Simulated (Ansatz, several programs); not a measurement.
Stannite Li2HgSnTe4, relaxed with PBE in Ansatz (plane waves, PAW): it is tetragonal, I-42m (No. 121); conventional cell a = 6.477 Å, c = 12.852 Å, 33.70 Å³ an atom. Li has 4 Te at 2.75 Å; Hg has 4 Te at 2.90 Å; Sn has 4 Te at 2.81 Å; Te has 2 Li at 2.75 Å and 1 Sn at 2.81 Å and 1 Hg at 2.90 Å. The cell was then scaled with its shape and fractional coordinates held, which makes it stiffer than a relaxed compression. No spin polarisation. The prototype was imposed, so other structures may be more stable.

| V (Å³/atom) | E (meV/atom) |
| --- | --- |
| 31.682 | 13.04 |
| 32.693 | 3.07 |
| 33.704 | 0.00 |
| 35.726 | 10.39 |

Task: Pass a cubic E = c₀ + c₁u + c₂u² + c₃u³, with u = V − 33.451 Å³, through these points.

Result: c₀ = 0.18, c₁ = -1.450, c₂ = 2.993, c₃ = -0.1681 (meV and Å³).

Task: Where is the minimum, and what bulk modulus follows?

Result: dE/du = 0 at u = +0.247, so V₀ = 33.70 Å³. B = V₀ d²E/dV² = 33.70 × (2c₂ + 6c₃u) = 33.70 × 5.736 = 193 meV/Å³, and 1 meV/Å³ is 0.16022 GPa: 31 GPa. A third-order Birch-Murnaghan fit to all five points gives 33.70 Å³ and 31 GPa.

Task: Predict the energy and the pressure at the withheld volume, 34.715 Å³.

Result: With u = +1.264: E ≈ 2.79 meV and P = −dE/dV ≈ -0.85 GPa. The run gives 2.75 meV and, from its stress, -0.85 GPa.
